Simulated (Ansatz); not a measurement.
**SnH3O2 (SMILES [OH][SnH][OH]) at UBHLYP/def2-SVPD (core potential)**

Aim: the electronic atomisation energy of SnH3O2 at UBHLYP/def2-SVPD (core potential), from 4 runs. 

Program for the calculation: Ansatz 0.2.0.

43 further runs of the same task are left out: 43 set aside as unsound or not needed.

### 1 Starting point

SnH3O2: 6 atoms, total charge 0, spin state doublet. As SMILES, `[OH][SnH][OH]`. The coordinates come from a PBE0-D4/def2-TZVP relaxation. This is one conformer, not always the lowest.

Bond lengths: O1–Sn2 1.978 Å, Sn2–O3 1.963 Å, O1–H4 0.960 Å, Sn2–H5 1.748 Å, O3–H6 0.962 Å. Angles: O1–Sn2–O3 99.7°, O1–Sn2–H5 110.6°, O3–Sn2–H5 104.3°, Sn2–O1–H4 115.0°, Sn2–O3–H6 112.0°.

### 2 A single-point energy at UBHLYP/def2-SVPD (core potential)

File run.yaml:

```yaml
crystal:
  periodic: [false, false, false]
  atoms:
    - {symbol: O, position_ang: [-1.248300, -0.684700, -0.233400]}
    - {symbol: Sn, position_ang: [0.417000, 0.302500, -0.639600]}
    - {symbol: O, position_ang: [1.413900, -0.038300, 1.016700]}
    - {symbol: H, position_ang: [-1.852000, -0.783400, -0.973600]}
    - {symbol: H, position_ang: [0.128600, 2.026100, -0.624300]}
    - {symbol: H, position_ang: [1.182700, -0.886000, 1.408100]}
basis:
  gaussian: {orbitals: def2-SVPD}
magnetization: {spin_polarized: true, initial_magnetization: 1}
hamiltonian: {xc: {name: BHLYP}}
accuracy: high
output: {orbitals: {seedname: orbitals}}
```

On the command line:

```console
ansatz run run.yaml --threads 1 --pin off --max-ram 3480MiB --events-out events.jsonl --progress --plain --runs-dir runs
```

Standard output:

```text
Warning: RAYON_NUM_THREADS=1 ignored (pool sized by the plan → 1); use --threads N
Functional definition: BHLYP
  name "BHLYP"
  parameter a = 0.5
  exchange = (1 - a)*b88_x + a*exact_x
  correlation = lyp_c
2187 factors; integrals over basis functions are off by at most 3.0e-9 eV
mean field evaluation 1: about -9958.2409 eV, gradient 4.9e1 eV
mean field evaluation 2: about -9941.9234 eV, gradient 7.9e1 eV
mean field evaluation 4: about -9967.0648 eV, gradient 7.8e-1 eV
mean field evaluation 8: about -9967.1320 eV, gradient 2.4e-1 eV
mean field evaluation 16: about -9967.1325 eV, gradient 8.0e-4 eV
mean field -9967.13249772 eV, -366.2853633261 hartree, gradient 4.2e-8 eV, S^2 0.759005; 0 other end points of the search recorded, 0 dependent functions left out
reference -9967.13252319 eV, -366.2853642623 hartree; 21, 20 occupied and 81, 82 virtual orbitals, 2187 factors
Total energy: -9967.13252319 eV, -366.2853642623 hartree
```

Wall time 16 s (1 thread of Arm Neoverse V1, shared host); peak memory 0.47 GiB.

### 3 The H atom, same level

File in.yaml:

```yaml
crystal:
  periodic: [false, false, false]
  atoms:
    - {symbol: H, position_ang: [0.000000, 0.000000, 0.000000]}
basis:
  gaussian:
    orbitals: def2-SVPD
magnetization:
  spin_polarized: true
  initial_magnetization: 1
hamiltonian:
  xc: {name: BHLYP}
accuracy: high
```

Run the same way, it converges to -0.49784 Eh (log not shown).

### 4 The O atom at the same level

File run.yaml:

```yaml
crystal:
  periodic: [false, false, false]
  atoms:
    - {symbol: O, position_ang: [0.000000, 0.000000, 0.000000]}
basis:
  gaussian: {orbitals: def2-SVPD}
magnetization: {spin_polarized: true, initial_magnetization: 2}
hamiltonian: {xc: {name: BHLYP}}
accuracy: high
```

On the command line:

```console
ansatz run run.yaml --threads 1 --pin off --max-ram 3480MiB --events-out events.jsonl --progress --plain --runs-dir runs
```

Standard output:

```text
Warning: RAYON_NUM_THREADS=1 ignored (pool sized by the plan → 1); use --threads N
[... 5 set-up lines as earlier in the session ...]
191 factors; integrals over basis functions are off by at most 1.9e-9 eV
mean field evaluation 1: about -2040.4538 eV, gradient 4.6e0 eV
mean field evaluation 2: about -2040.5387 eV, gradient 9.8e-1 eV
mean field evaluation 4: about -2040.5461 eV, gradient 9.4e-2 eV
mean field evaluation 8: about -2040.5467 eV, gradient 9.3e-4 eV
mean field evaluation 16: about -2040.5467 eV, gradient 1.3e-8 eV
mean field -2040.54669754 eV, -74.9887080025 hartree, gradient 1.3e-8 eV, S^2 2.004709; 0 other end points of the search recorded, 0 dependent functions left out
reference -2040.54671434 eV, -74.9887086197 hartree; 5, 3 occupied and 18, 20 virtual orbitals, 191 factors
Total energy: -2040.54671434 eV, -74.9887086197 hartree
```

Run time: 0.36 s. Hardware: 1 thread of Arm Neoverse V1, shared host.

### 5 The Sn atom at the same level

File input.yaml:

```yaml
crystal:
  periodic: [false, false, false]
  atoms:
    - {symbol: Sn, position_ang: [0.000000, 0.000000, 0.000000]}
basis:
  gaussian:
    orbitals: def2-SVPD
magnetization:
  spin_polarized: true
  initial_magnetization: 2
hamiltonian:
  xc: {name: BHLYP}
accuracy: high
```

Run the same way, it converges to -214.18418 Eh (log not shown).

### 6 Summary of results

Level: UBHLYP/def2-SVPD (core potential).

| quantity | value |
| --- | --- |
| molecule: total energy | -366.28536 Eh |
| molecule: HOMO energy (highest over α and β) | -7.57 eV |
| molecule: LUMO energy (lowest over α and β) | -2.80 eV |
| molecule: ⟨S²⟩ | 0.759 |
| H atom: total energy | -0.49784 Eh |
| H atom: ⟨S²⟩ | 0.750 |
| O atom: total energy | -74.98871 Eh |
| O atom: ⟨S²⟩ | 2.005 |
| Sn atom: total energy | -214.18418 Eh |
| Sn atom: ⟨S²⟩ | 2.004 |
| electronic atomisation energy | 17.150 eV |

**Reading.** Taking the molecule apart into free atoms costs 17.15 eV (395 kcal/mol), before zero-point energy and without spin-orbit coupling.
